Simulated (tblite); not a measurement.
# C5H15NSi2: the cost of one run

Programs: tblite 0.8.0 and PySCF 2.14.0, with density-fitted response routines of our own. Each step states its level of theory. These are calculated values for one molecule in the gas phase, unless marked as measured. Atoms are numbered from 0 throughout.

**1. Starting geometry**

23 atoms, charge 0, multiplicity 1; geometry from: force field or distance geometry start.

Bonds of the start (Å): C0–N1 1.46, N1–Si2 1.70, Si2–C3 1.90, C3–C4 1.54, C4–C5 1.56, C5–C6 1.52, C5–Si7 1.96, Si7–Si2 2.36, C0–H8 1.10, C0–H9 1.08, C0–H10 1.09, N1–H11 1.03, Si2–H12 1.48, C3–H13 1.11, C3–H14 1.09, C4–H15 1.10, C4–H16 1.09, C5–H17 1.10, C6–H18 1.09, C6–H19 1.09, C6–H20 1.10, Si7–H21 1.49, Si7–H22 1.48.

**2. Relaxing the molecule with GFN2-xTB**

The job: settings as JSON, then the geometry in Å.

```
{"job": {"kind": "relax", "xc": "GFN2-xTB", "basis": "xTB"}, "charge": 0, "multiplicity": 1}
C      3.511500     0.362300    -1.061600
N      2.475100    -0.563100    -0.618900
Si     1.246400    -0.194800     0.496700
C     -0.064100    -1.567200     0.562600
C     -1.469100    -0.990900     0.829200
C     -1.791900     0.134900    -0.202100
C     -3.145600     0.775000     0.086200
Si    -0.314300     1.426500    -0.199200
H      3.067000     1.246900    -1.531200
H      4.132600    -0.121800    -1.805300
H      4.142300     0.685400    -0.235700
H      2.937500    -1.427400    -0.304800
H      1.817300     0.094600     1.834500
H      0.200200    -2.287500     1.358900
H     -0.065500    -2.112400    -0.377500
H     -1.532200    -0.598400     1.859900
H     -2.213200    -1.785600     0.745000
H     -1.810900    -0.305600    -1.206800
H     -3.386100     1.549500    -0.641300
H     -3.934600     0.019400     0.057400
H     -3.175000     1.242800     1.086600
H     -0.544600     2.469000     0.835000
H     -0.087900     1.975500    -1.557400
```

On the command line:

```
$ OMP_NUM_THREADS=1 python probes_run.py task.json out
```

The driver reads the jobs from task.json and runs them one after another.

**Question.** How long does this first job take on 1 thread of Arm Neoverse N1, shared host, and how much memory does it need?

About 1.5 s, with a peak of 0.18 GiB.
